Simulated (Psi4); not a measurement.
# One shape, several levels: SnH4S (Sn(SH)H3)

We compute a comparison of 3 runs (HF/3-21G, HF/def2-SVP, B1LYP/STO-3G) of SnH4S (Sn(SH)H3). 

The calculation is run with Psi4 1.11.

3 further runs of the same task are left out: 3 set aside as unsound or not needed.

## (1) The structure to begin with

The species is SnH4S (6 atoms), meant as a singlet with charge 0. As SMILES, `[H][Sn]([H])([H])[SH]`. Geometry: a GFN2-xTB relaxation, a rough one for these elements and not checked as a minimum.

Bond lengths: Sn1–S2 2.389 Å, S2–H3 1.324 Å, Sn1–H4 1.663 Å, Sn1–H5 1.673 Å, Sn1–H6 1.676 Å. Angles: Sn1–S2–H3 95.6°, S2–Sn1–H4 106.7°, S2–Sn1–H5 110.6°, S2–Sn1–H6 110.3°, H4–Sn1–H5 110.1°, H4–Sn1–H6 110.0°, H5–Sn1–H6 109.1°.

## (2) Energy and forces at HF/3-21G (run 1)

h4ssn.json

```json
{
  "schema_name": "qcschema_input",
  "schema_version": 1,
  "molecule": {
    "schema_name": "qcschema_molecule",
    "schema_version": 2,
    "symbols": ["Sn", "S", "H", "H", "H", "H"],
    "geometry": [0.37854994, -0.02369717, -1.03477623, 0.47929124, 0.01632723, 3.47847557, -2.00201365, 0.12372037, 3.77584287, 3.36673606, -0.02573807, -2.0072104, -1.12172253, 2.53331015, -2.13514486, -1.10084106, -2.62392252, -2.07716806],
    "molecular_charge": 0,
    "molecular_multiplicity": 1,
    "fix_symmetry": "c1",
    "fix_com": true,
    "fix_orientation": true
  },
  "driver": "gradient",
  "model": {
    "method": "scf",
    "basis": "3-21G"
  },
  "keywords": {
    "puream": true,
    "e_convergence": 1e-09,
    "d_convergence": 1e-08,
    "scf_type": "pk",
    "scf_properties": ["QUADRUPOLE", "MAYER_INDICES", "WIBERG_LOWDIN_INDICES"]
  }
}
```

On the command line:

```sh
psi4 --qcschema h4ssn.json -n 1 --memory 1600MB
```

stdout:

```text
[...]
  Running in c1 symmetry.
[...]
  Nuclear repulsion =  249.051686760712215
[...]
  Multiplicity = 1
[...]
  Nalpha       = 35
  Nbeta        = 35
[...]
    Number of basis functions: 52
[...]
   @RHF iter   1: -6393.89838718612282   -3.09930e+00   1.07450e-02 ADIIS/DIIS
[...]
   @RHF iter  10: -6394.14579037286694   -8.18545e-12   2.29988e-09 DIIS
[...]
  @RHF Final Energy: -6394.14579037286694
   => Energetics <=
    Nuclear Repulsion Energy =            249.0516867607122151
    One-Electron Energy =               -9319.1780213931160688
    Two-Electron Energy =                2675.9805442595361455
    Total Energy =                      -6394.1457903728669407
[...]
 Multipole Moments:
 ------------------------------------------------------------------------------------
     Multipole            Electronic (a.u.)      Nuclear  (a.u.)        Total (a.u.)
 ------------------------------------------------------------------------------------
 L = 1.  Multiply by 2.5417464519 to convert [e a0] to [Debye]
 Dipole X            :        -26.2414889           25.7383157           -0.5031732
 Dipole Y            :          0.9357859           -0.9162529            0.0195330
 Dipole Z            :         -2.3877314            1.4731172           -0.9146143
 Magnitude           :                                                    1.0440709
 L = 2.  Multiply by 1.3450342976 to convert [e a0^2] to [Debye ang]
 Quadrupole XX       :        -60.7146149           28.6536072          -32.0610077
 Quadrupole XY       :          0.5009590           -0.6108127           -0.1098537
[...]
  -Total Gradient:
     Atom            X                  Y                   Z
    ------   -----------------  -----------------  -----------------
       1       -0.001169846042     0.001443806787     0.016524537956
       2       -0.011697893299    -0.000015305041    -0.022945214600
       3        0.014942185937    -0.000636808568    -0.008648463440
       4       -0.021665933027    -0.000027847715     0.005208791014
       5        0.010095832679    -0.016368917470     0.005135093809
       6        0.009495653760     0.015605071996     0.004725255277
[...]
```

The result, in JSON:

```text
{
 "driver": "gradient",
 "model": {
  "method": "scf",
  "basis": "3-21G"
 },
 "success": true,
 "return_result": [-0.0011698460424310018, 0.0014438067872943926, 0.016524537956385046, -0.01169789329893589, -1.530504101482366e-05, -0.022945214599672803, 0.014942185936822422, -0.0006368085682118708, -0.008648463439970501, -0.021665933026636414, -2.7847715404640807e-05, 0.005208791014218651, 0.010095832679309538, -0.01636891746952024, 0.005135093809081254, 0.009495653759528613, 0.015605071996042802, 0.004725255277062725],
 "properties": {
  "calcinfo_nbasis": 52,
  "calcinfo_nmo": 52,
  "calcinfo_nalpha": 35,
  "calcinfo_nbeta": 35,
  "calcinfo_natom": 6,
  "nuclear_repulsion_energy": 249.05168676071222,
  "return_energy": -6394.145790372867,
  "return_gradient": [-0.0011698460424310018, 0.0014438067872943926, 0.016524537956385046, -0.01169789329893589, -1.530504101482366e-05, -0.022945214599672803, 0.014942185936822422, -0.0006368085682118708, -0.008648463439970501, -0.021665933026636414, -2.7847715404640807e-05, 0.005208791014218651, 0.010095832679309538, -0.01636891746952024, 0.005135093809081254, 0.009495653759528613, 0.015605071996042802, 0.004725255277062725],
  "scf_one_electron_energy": -9319.178021393116,
  "scf_two_electron_energy": 2675.980544259536,
  "scf_dipole_moment": [-0.5031732322315428, 0.019533047784117796, -0.9146142667539685],
  "scf_total_energy": -6394.145790372867,
  "scf_total_gradient": [-0.0011698460424310018, 0.0014438067872943926, 0.016524537956385046, -0.01169789329893589, -1.530504101482366e-05, -0.022945214599672803, 0.014942185936822422, -0.0006368085682118708, -0.008648463439970501, -0.021665933026636414, -2.7847715404640807e-05, 0.005208791014218651, 0.010095832679309538, -0.01636891746952024, 0.005135093809081254, 0.009495653759528613, 0.015605071996042802, 0.004725255277062725],
  "scf_iterations": 10
 }
}
```

Wall time 1.9 s (1 thread of Intel Xeon 6975P-C (Granite Rapids), shared host); peak memory 0.2 GiB.

## (3) A single-point energy at HF/def2-SVP (core potential) (run 2)

run.py

```python
import psi4

psi4.set_memory('1600 MB')
psi4.set_num_threads(1)
psi4.set_output_file('run.log', False)

m = psi4.geometry("""
0 1
Sn     0.200320    -0.012540    -0.547580
S      0.253630     0.008640     1.840730
H     -1.059420     0.065470     1.998090
H      1.781600    -0.013620    -1.062170
H     -0.593590     1.340570    -1.129870
H     -0.582540    -1.388520    -1.099190
symmetry c1
no_reorient
no_com
""")

psi4.set_options({
    'basis': 'def2-SVP',
    'reference': 'rhf',
    'puream': True,
    'e_convergence': 1e-09,
    'd_convergence': 1e-08,
    'scf_type': 'pk',
})

e_tot, wfn = psi4.energy("hf", molecule=m, return_wfn=True)
print('E =', round(e_tot, 9))
for k, v in sorted(psi4.core.scalar_variables().items()):
    print(f'{k:45s} {v:18.10f}')
```

On the command line:

```sh
python run.py
```

run.log:

```text
[...]
    !!!  WARNING: ECP capability is in beta. Please check occupations closely.  !!!
[...]
  Running in c1 symmetry.
[...]
  Nuclear repulsion =  117.999332221613912
[...]
  Multiplicity = 1
[...]
  Nalpha       = 21
  Nbeta        = 21
[...]
    Number of basis functions: 64
[...]
   @RHF iter   1:  -613.04323970550035   -1.76859e+00   3.46736e-03 DIIS/ADIIS
[...]
   @RHF iter  10:  -613.07567449710950   -1.27329e-11   9.34241e-09 DIIS
[...]
    Orbital Energies [Eh]
    ---------------------
    Doubly Occupied:
       1A    -91.909946     2A     -8.945836     3A     -6.633514
       4A     -6.632536     5A     -6.630329     6A     -5.880404
       7A     -4.071385     8A     -4.068887     9A     -4.068365
      10A     -1.341289    11A     -1.339155    12A     -1.338941
      13A     -1.332036    14A     -1.331894    15A     -0.949725
      16A     -0.680108    17A     -0.539668    18A     -0.467405
      19A     -0.459315    20A     -0.419295    21A     -0.368451
[...]
  @RHF Final Energy:  -613.07567449710950
   => Energetics <=
    Nuclear Repulsion Energy =            117.9993322216139120
    One-Electron Energy =               -1163.3330418793734680
    Two-Electron Energy =                 432.2580351606500244
    Total Energy =                       -613.0756744971095031
[...]
 Multipole Moments:
 ------------------------------------------------------------------------------------
     Multipole            Electronic (a.u.)      Nuclear  (a.u.)        Total (a.u.)
 ------------------------------------------------------------------------------------
 L = 1.  Multiply by 2.5417464519 to convert [e a0] to [Debye]
 Dipole X            :        -15.5040203           15.1389172           -0.3651030
 Dipole Y            :          0.2697947           -0.2527320            0.0170628
 Dipole Z            :        -30.9849199           30.4468516           -0.5380683
 Magnitude           :                                                    0.6504681
[...]
```

On the terminal:

```text
E = -613.075674497
CURRENT ENERGY                                   -613.0756744971
CURRENT REFERENCE ENERGY                         -613.0756744971
DD SOLVATION ENERGY                                 0.0000000000
HF KINETIC ENERGY                                 482.4660119213
HF POTENTIAL ENERGY                             -1095.5416864184
HF TOTAL ENERGY                                  -613.0756744971
HF VIRIAL RATIO                                     2.2707126706
NUCLEAR REPULSION ENERGY                          117.9993322216
ONE-ELECTRON ENERGY                             -1163.3330418794
PCM POLARIZATION ENERGY                             0.0000000000
PE ENERGY                                           0.0000000000
SCF ITERATION ENERGY                             -613.0756744971
SCF ITERATIONS                                     10.0000000000
SCF TOTAL ENERGY                                 -613.0756744971
TWO-ELECTRON ENERGY                               432.2580351607
```

It took 1.7 s on 1 thread of Intel Xeon 6975P-C (Granite Rapids), shared host; peak memory 0.22 GiB.

## (4) Energy and one-electron properties at B1LYP/STO-3G (Cholesky decomposition, ddPCM water) (run 3)

calc.py

```python
import psi4

psi4.set_memory(1600000000)
psi4.set_num_threads(1)
psi4.set_output_file('psi4.out', False)

molecule = psi4.geometry("""
0 1
Sn     0.200320    -0.012540    -0.547580
S      0.253630     0.008640     1.840730
H     -1.059420     0.065470     1.998090
H      1.781600    -0.013620    -1.062170
H     -0.593590     1.340570    -1.129870
H     -0.582540    -1.388520    -1.099190
symmetry c1
""")

psi4.set_options({
    'basis': 'STO-3G',
    'reference': 'rks',
    'scf_type': 'cd',
    'df_scf_guess': False,
    'dft_pruning_scheme': 'robust',
    'ddx': True,
    'ddx_model': 'pcm',
    'ddx_solvent': 'water',
    'ddx_radii_set': 'uff',
})

e, wfn = psi4.energy('b1lyp', return_wfn=True)
psi4.oeprop(wfn, 'LOWDIN_CHARGES', 'QUADRUPOLE', title='B1LYP')
print(f'total energy {e:.8f} hartree = {e * 27.211386:.5f} eV')
```

On the command line:

```sh
python calc.py
```

psi4.out:

```text
[...]
  Running in c1 symmetry.
[...]
  Nuclear repulsion =  249.051686636436472
[...]
  Multiplicity = 1
[...]
  Nalpha       = 35
  Nbeta        = 35
[...]
    Number of basis functions: 40
[...]
   @RKS iter   1: -6361.34420985725501   -2.52143e+00   1.08570e-02 ADIIS/DIIS
[...]
   @RKS iter   6: -6361.52684865818355   -1.47220e-08   2.43180e-07 DIIS
[...]
  @RKS Final Energy: -6361.52684865818355
   => Energetics <=
    Nuclear Repulsion Energy =            249.0516866364364716
    One-Electron Energy =               -9293.1468176584403409
    Two-Electron Energy =                2824.9149654520660988
    DFT Exchange-Correlation Energy =    -142.3436002579799720
    Empirical Dispersion Energy =           0.0000000000000000
    VV10 Nonlocal Energy =                  0.0000000000000000
    DD Solvation Energy =                 -0.0030828302647507
    Total Energy =                      -6361.5268486581835532
[...]
 Multipole Moments:
 ------------------------------------------------------------------------------------
     Multipole            Electronic (a.u.)      Nuclear  (a.u.)        Total (a.u.)
 ------------------------------------------------------------------------------------
 L = 1.  Multiply by 2.5417464519 to convert [e a0] to [Debye]
 Dipole X            :          0.8330905           -1.1329789           -0.2998884
 Dipole Y            :         -0.1068316            0.1217664            0.0149348
 Dipole Z            :         -8.7052706            8.3519459           -0.3533247
 Magnitude           :                                                    0.4636749
 L = 2.  Multiply by 1.3450342976 to convert [e a0^2] to [Debye ang]
 Quadrupole XX       :        -47.1319844           19.2082179          -27.9237665
 Quadrupole XY       :          0.2127093           -0.2758863           -0.0631771
[...]
```

The script printed:

```text
total energy -6361.52684866 hartree = -173105.96263 eV
```

Run time: 3.6 s. Hardware: 1 thread of Intel Xeon 6975P-C (Granite Rapids), shared host; peak memory 0.28 GiB.

Atomic charges (e):

```tsv
atom	Löwdin
Sn1	+0.554
S2	-0.060
H3	-0.051
H4	-0.144
H5	-0.149
H6	-0.150
```

## (5) The series

```tsv
run	level	task	core potential	energy (Eh)	dipole moment (D)	HOMO energy (eV)	LUMO energy (eV)	wall time
1	HF/3-21G	gradient	none	-6394.145790	2.65	-10.26	2.40	1.9 s
2	HF/def2-SVP (core potential)	energy	def2	-613.075674	1.65	-10.03	2.81	1.7 s
3	B1LYP/STO-3G (Cholesky decomposition, ddPCM water)	properties	none	-6361.526849	1.18	-3.15	5.58	3.6 s
```

## (6) What came out

```
                         quantity           value
              run 3: total energy  -6361.52685 Eh
             run 3: dipole moment          1.18 D
               run 3: HOMO energy        -3.15 eV
               run 3: LUMO energy         5.58 eV
             run 3: HOMO–LUMO gap         8.73 eV
run 3: solvent term in the energy     -8.1 kJ/mol
```

What this shows: The dipole moment (its size) runs from 1.18 D (B1LYP/STO-3G) to 2.65 D (HF/3-21G). The two ends differ in method and basis and solvent. The HOMO–LUMO gap runs from 8.73 eV (B1LYP/STO-3G) to 12.84 eV (HF/def2-SVP). The two ends differ in method and basis and solvent and core potential. Some runs of one species differ in core potentials or relativity; totals across that change don't compare. In run 3 the basis is minimal, so the values are rough. In runs 1, 3 relativity is left out where basis or elements ask for it. All runs together took 7.2 s, the longest 3.6 s.
